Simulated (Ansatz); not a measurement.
# CsH6: the cost of one run

Computed with Ansatz 0.2.0 (DFT PBE, scalar-relativistic, plane waves, PAW, unless a step's input says otherwise).

1 further run of the same task is left out (it didn't finish).

**1. The system as given**

Symmetry: P-31m, No. 162, trigonal system. The conventional cell has a = 4.961 Å, b = 4.961 Å, c = 4.553 Å, α = 90.00°, β = 90.00°, γ = 120.00°. Cs (site symmetry -3m) is surrounded by 6 H at 1.84 Å. H (site symmetry m) has 1 Cs at 1.84 Å as nearest neighbours.

Coordinates:

```
Cs H
1.0
     4.96087    0.00000    0.00000
    -2.48044    4.29624    0.00000
     0.00000    0.00000    4.55301
Cs H
1 6
Direct
  0.00000 0.00000 0.50000
  0.30361 0.30361 0.26629
  0.00000 0.69639 0.26629
  0.69639 0.00000 0.26629
  0.00000 0.30361 0.73371
  0.30361 0.00000 0.73371
  0.69639 0.69639 0.73371
```

Recipe of the guess: species swapped into a database cell of MoCl6 (P-31m, No. 162), with Cs on the Mo sites and H on the Cl sites. Lengths come from tabulated atomic sizes and are only a guess.

**2. A first look at the guess**

input.yaml reads:

```yaml
crystal:
  lattice:
    - [4.96087276, 0.0, 0.0]
    - [-2.48043638, 4.29624184, 0.0]
    - [0.0, 0.0, 4.55301089]
  atoms:
    - { symbol: Cs, position: [0.0, 0.0, 0.5] }
    - { symbol: H, position: [0.30360714, 0.30360714, 0.26628798] }
    - { symbol: H, position: [0.0, 0.69639286, 0.26628798] }
    - { symbol: H, position: [0.69639286, 0.0, 0.26628798] }
    - { symbol: H, position: [0.0, 0.30360714, 0.73371202] }
    - { symbol: H, position: [0.30360714, 0.0, 0.73371202] }
    - { symbol: H, position: [0.69639286, 0.69639286, 0.73371202] }
basis:
  ecutwfc: 420
kpoints:
  mp_grid: { grid: [6, 6, 4] }
hamiltonian:
  xc: pbe
scf:
  occupations: { method: gaussian, width: 0.1 }
  lower_state_search: "off"
output:
  forces: true
  stress: true
  eigenvalues: true
```

Command:

```
$ ansatz run input.yaml --threads 1 --pin off --max-ram 2048MiB --backend cpu --events-out ev --progress --plain --runs-dir out
```

Q: Estimate wall time and peak memory on 1 thread of Arm Neoverse V2, shared host.

About 2.1 s, with a peak of 0.34 GiB.
